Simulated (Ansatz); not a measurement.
Run this with the Ansatz DFT code, driven from Python and show what comes out.

The script reads `cdpt.cif`:
```cif
data_CdPt
_cell_length_a 2.985456
_cell_length_b 2.985456
_cell_length_c 3.846053
_cell_angle_alpha 90.00000
_cell_angle_beta 90.00000
_cell_angle_gamma 90.00000
_symmetry_space_group_name_H-M 'P 1'
_symmetry_Int_Tables_number 1
loop_
_symmetry_equiv_pos_as_xyz
'x, y, z'
loop_
_atom_site_label
_atom_site_type_symbol
_atom_site_fract_x
_atom_site_fract_y
_atom_site_fract_z
Cd1 Cd    0.000000    0.000000    0.000000
Pt2 Pt    0.500000    0.500000    0.500000
```

`cdpt_pdos.py`:
```python
# -*- coding: utf-8 -*-
'''Projected density of states of CdPt.'''

import ansatz as az
from ase.io import read
import numpy as np


def main():
    atoms = read('cdpt.cif')
    xtal = az.Crystal.from_ase(atoms)

    model = (
        xtal.calculation()
        .kpoints(9, 9, 7, center='gamma')  # sampling of the Brillouin zone
        .scf(tolerance=1e-08)
        .basis(38 * az.Ry)
        .occupations('cold', width=150 * az.meV)  # smearing steadies the SCF of a metal
        .functional('pbesol')
        .scf(extra_bands=10)
        .density_of_states(projected=True, method='smearing', broadening_width=0.15, energy_step=0.1)
    )
    out = model.run(threads=1)
    summary = out.report

    dos = out.density_of_states()
    energy = np.asarray(dos.energies_ev) - dos.fermi_ev
    curves = {}
    for site in out.projected_density_of_states().sites:
        for shell in site.shells:
            weight = sum(np.sum(curve.g_bin_mean_per_ev, axis=0) for curve in shell.curves)
            name = f'{site.species} {shell.label}'
            curves[name] = curves.get(name, 0) + weight

    print('E-EF   ' + ' '.join(f'{name:>8s}' for name in curves))
    for e in np.arange(-10, 6 + 0.1, 0.5):
        print(f'{e:5.1f}  ' + ' '.join(f'{np.interp(e, energy, g):8.3f}' for g in curves.values()))


if __name__ == '__main__':
    main()
```

```console
$ python cdpt_pdos.py
E-EF      Cd 4S    Cd 5S    Cd 4P    Cd 4D    Pt 5S    Pt 6S    Pt 5P    Pt 5D
-10.0     0.000    0.000    0.000    0.000    0.000    0.000    0.000    0.000
 -9.5     0.000    0.004    0.000    0.031    0.000    0.004    0.000    0.002
 -9.0     0.001    0.128    0.001    4.197    0.003    0.182    0.002    0.147
 -8.5     0.001    0.123    0.002    7.605    0.003    0.201    0.003    0.247
 -8.0     0.000    0.088    0.001    6.763    0.001    0.038    0.002    0.138
 -7.5     0.001    0.095    0.001    0.529    0.001    0.077    0.001    0.008
 -7.0     0.001    0.166    0.001    0.062    0.002    0.144    0.002    0.019
 -6.5     0.000    0.144    0.001    0.041    0.001    0.142    0.002    0.036
 -6.0     0.001    0.313    0.002    0.070    0.001    0.201    0.004    0.101
 -5.5     0.000    0.194    0.002    0.034    0.000    0.154    0.002    0.177
 -5.0     0.000    0.223    0.001    0.055    0.000    0.119    0.002    0.295
 -4.5     0.000    0.175    0.002    0.068    0.000    0.111    0.001    0.623
 -4.0     0.000    0.090    0.003    0.086    0.000    0.227    0.001    1.397
 -3.5     0.000    0.074    0.003    0.104    0.000    0.166    0.002    2.530
 -3.0     0.000    0.081    0.002    0.092    0.000    0.075    0.002    2.392
 -2.5     0.000    0.087    0.001    0.087    0.000    0.038    0.002    2.673
 -2.0     0.000    0.026    0.001    0.068    0.000    0.067    0.000    2.078
 -1.5     0.000    0.079    0.001    0.122    0.000    0.124    0.001    4.347
 -1.0     0.000    0.053    0.000    0.024    0.000    0.070    0.001    0.996
 -0.5     0.000    0.066    0.000    0.010    0.000    0.063    0.000    0.275
  0.0     0.001    0.125    0.000    0.016    0.001    0.117    0.001    0.374
  0.5     0.000    0.051    0.000    0.006    0.001    0.065    0.000    0.087
  1.0     0.000    0.099    0.000    0.006    0.001    0.156    0.000    0.304
  1.5     0.000    0.052    0.000    0.005    0.001    0.097    0.000    0.139
  2.0     0.000    0.082    0.000    0.004    0.001    0.075    0.000    0.079
  2.5     0.000    0.077    0.000    0.002    0.001    0.075    0.000    0.048
  3.0     0.001    0.133    0.000    0.009    0.002    0.211    0.000    0.097
  3.5     0.001    0.153    0.000    0.006    0.001    0.151    0.000    0.073
  4.0     0.001    0.165    0.000    0.003    0.001    0.094    0.000    0.036
  4.5     0.001    0.249    0.000    0.004    0.001    0.105    0.000    0.070
  5.0     0.001    0.134    0.000    0.004    0.002    0.164    0.000    0.039
  5.5     0.000    0.028    0.000    0.001    0.000    0.017    0.000    0.008
  6.0     0.001    0.161    0.000    0.004    0.001    0.116    0.000    0.046
```

What to keep in mind:
- No spin polarisation was allowed.
- The mesh is modest for a metal, so energies can be off by several to tens of meV an atom and pressures by half a GPa or more; differences at equal mesh fare better.
- Spin-orbit coupling, which matters for elements this heavy, is left out.
- The structure comes from a database of computed cells and needn't be a stable or known phase.
- Curves are summed over the cell's atoms. Only shells that the potentials hold have channels, so projections don't add up to the total, least of all where a shell is missing (p of most metals); heights and places of peaks move with the mesh.
- The density of states is complete only as far up as bands were computed.
- Finished in 3.9 s on 1 thread of Arm Neoverse V2, with other jobs on the host, peak memory 0.46 GiB.

(A comment or docstring line of the script was reworded after the run, the code is as it ran; lines on the test bed's own set-up are left out of the output.)
